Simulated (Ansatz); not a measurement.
The same calculation of C2H5NSi, SMILES [SiH3]C1C=N1 as a Python script and as an input file (the Python package of Ansatz (0.2.0)).

`energy_c2h5nsi.py`:
```python
'''Electronic structure of the C2H5NSi molecule.'''

from dataclasses import dataclass

import ansatz as az


@dataclass(frozen=True)
class RunConfig:
    basis: str = '6-31G'
    method: str = 'CCSD'


opts = RunConfig()


def main() -> None:
    geometry = (
        az.Crystal.molecule()
        .atom('Si', (-0.4274, 0.8251, -0.681))
        .atom('C', (0.3759, -0.67, -0.1248))
        .atom('C', (0.424, -0.8964, 1.2531))
        .atom('N', (1.6463, -0.5274, 0.8377))
        .atom('H', (-1.8346, 0.5139, -1.1937))
        .atom('H', (-0.6527, 1.8609, 0.4133))
        .atom('H', (0.2702, 1.5231, -1.8133))
        .atom('H', (0.4937, -1.4782, -0.8197))
        .atom('H', (-0.2069, -1.1973, 2.1114))
    )

    model = (
        geometry.calculation()
        .basis(gaussian=opts.basis)
        .correlation(opts.method)
    )
    done = model.run(threads=1)
    summary = done.report

    print('reference energy %16.6f eV' % summary['reference_energy_ev'])
    print('total energy     %16.6f eV' % summary['free_energy_ev'])
    print('occupied orbitals outside the frozen core (up, down):', summary['n_occupied'], ' frozen:', summary['n_frozen'], ' virtual:', summary['n_virtual'])

    parts = summary['correlation']
    for name in ('random_phase', 'coupled_cluster', 'perturbative'):
        if name in parts:
            print(f'{name:16s} {parts[name]["energy"]["hartree"]:12.7f} Ha')
    if 'second_order' in parts:
        pair = parts['second_order']
        print(f'MP2 same spin {pair["same_spin"]["hartree"]:.7f} Ha, opposite spin {pair["opposite_spin"]["hartree"]:.7f} Ha')


if __name__ == '__main__':
    main()
```

```console
$ python energy_c2h5nsi.py
reference energy    -11476.397481 eV
total energy        -11487.285409 eV
occupied orbitals outside the frozen core (up, down): [11, 11]  frozen: 8  virtual: [31, 31]
coupled_cluster    -0.4001240 Ha
MP2 same spin -0.0858417 Ha, opposite spin -0.2863604 Ha
```

`input.yaml`:
```yaml
crystal:
  periodic: [false, false, false]
  atoms:
    - { symbol: Si, position_ang: [-0.4274, 0.8251, -0.681] }
    - { symbol: C, position_ang: [0.3759, -0.67, -0.1248] }
    - { symbol: C, position_ang: [0.424, -0.8964, 1.2531] }
    - { symbol: "N", position_ang: [1.6463, -0.5274, 0.8377] }
    - { symbol: H, position_ang: [-1.8346, 0.5139, -1.1937] }
    - { symbol: H, position_ang: [-0.6527, 1.8609, 0.4133] }
    - { symbol: H, position_ang: [0.2702, 1.5231, -1.8133] }
    - { symbol: H, position_ang: [0.4937, -1.4782, -0.8197] }
    - { symbol: H, position_ang: [-0.2069, -1.1973, 2.1114] }
basis:
  gaussian: { orbitals: "6-31G" }
correlation:
  method: ccsd
```

The program run on that file:
```console
$ ansatz run input.yaml --threads 1 --pin off --max-ram 4096MiB --backend cpu --events-out ev --progress --plain --runs-dir out
Engine: ansatz 0.2.0, aarch64-unknown-linux-gnu
Functional definition: HF
  exchange = exact_x
  correlation = 0
686 factors; integrals over basis functions are off by at most 2.2e-4 eV
mean field evaluation 1: about -11474.4920 eV, gradient 2.4e1 eV
mean field evaluation 2: about -11474.4992 eV, gradient 2.4e1 eV
mean field evaluation 4: about -11476.3409 eV, gradient 3.5e0 eV
mean field evaluation 8: about -11476.3967 eV, gradient 2.4e-1 eV
mean field evaluation 16: about -11476.3817 eV, gradient 1.1e0 eV
mean field -11476.39748090 eV, -421.7498284415 hartree, gradient 3.2e-6 eV, S^2 0.000000; 0 other end points of the search recorded, 0 dependent functions left out; unrestricted orbitals would lower it
8 core orbitals not correlated: weight in the atoms' cores, before any rotation towards them, 1.000 or more for the frozen orbitals, at most 0.000 for the correlated occupied ones
reference -11476.39748090 eV, -421.7498284415 hartree; 11, 11 occupied and 31, 31 virtual orbitals, 686 factors
second order -10.12813553 eV of doubles, -0.00000000 eV of singles
cycle   1  -10.22511470 eV  change   -9.7e-2 eV  update   1.1e-1
cycle   2  -10.72074834 eV  change   -5.0e-1 eV  update   3.9e-2
cycle   3  -10.87344258 eV  change   -1.5e-1 eV  update   1.9e-2
cycle   4  -10.88323123 eV  change   -9.8e-3 eV  update   5.6e-3
cycle   5  -10.88889717 eV  change   -5.7e-3 eV  update   2.1e-3
cycle   6  -10.88788393 eV  change    1.0e-3 eV  update   6.5e-4
cycle   7  -10.88793770 eV  change   -5.4e-5 eV  update   2.2e-4
cycle   8  -10.88800553 eV  change   -6.8e-5 eV  update   8.8e-5
cycle   9  -10.88794371 eV  change    6.2e-5 eV  update   3.4e-5
cycle  10  -10.88792783 eV  change    1.6e-5 eV  update   1.5e-5
Total energy: -11487.28540873 eV, -422.1499524090 hartree
```

These settings explore the input space; basis and method may be short of convergence. The geometry is a force-field or estimated start, not a minimum of this method, and the basis set is short of its limit. It ran for 1.6 s on 1 thread of Arm Neoverse V1 (shared host), peak memory 0.17 GiB.
